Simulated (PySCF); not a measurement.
# C4H6B2O: the cost of one run

Computed with PySCF 2.14.0, with density-fitted response routines of our own, on a single molecule in the gas phase. Atoms count from 0, in the outputs and in this text.

## Step 1: The molecule as given

13 atoms, charge 0, multiplicity 1; geometry from: GFN2-xTB. The atoms were then displaced at random by about 0.01 Å, so the start is not that level's minimum.

Bonds of the start (Å): B0–O1 1.29, O1–B2 1.31, B2–C3 1.48, C3–C4 1.25, C4–C5 1.40, C5–C6 1.31, B0–H7 1.18, B0–H8 1.22, B2–H9 1.20, C5–H10 1.09, C6–H11 1.08, C6–H12 1.09.

## Step 2: Relaxing the molecule at PBE0-D3(BJ)/def2-SVP

Job settings and geometry (Å):

```
{"job": {"xc": "PBE0", "basis": "def2-SVP", "d3": "d3bj", "grid": 1, "shake": 0.01, "kind": "geom"}, "charge": 0, "multiplicity": 1}
B      3.091640     1.581210     0.231610
O      2.246610     0.702570     0.663790
B      1.410510    -0.208660     1.093680
C      0.176660    -0.535250     0.353480
C     -0.892840    -0.831720    -0.216470
C     -2.085280    -1.179500    -0.869840
C     -3.164010    -0.429980    -0.887340
H      3.953740     1.298840    -0.516550
H      2.947380     2.733530     0.597890
H      1.682740    -0.795630     2.107740
H     -2.063950    -2.148340    -1.359530
H     -4.060640    -0.740460    -1.394190
H     -3.236730     0.536490    -0.398340
```

On the command line:

```
> OMP_NUM_THREADS=1 python probes_run.py task.json out
```

The driver reads the jobs from task.json and runs them one after another.

**Question.** How long does this first job take on 1 thread of Arm Neoverse V1, shared host, and how much memory does it need?

About 60 s, with a peak of 0.51 GiB.
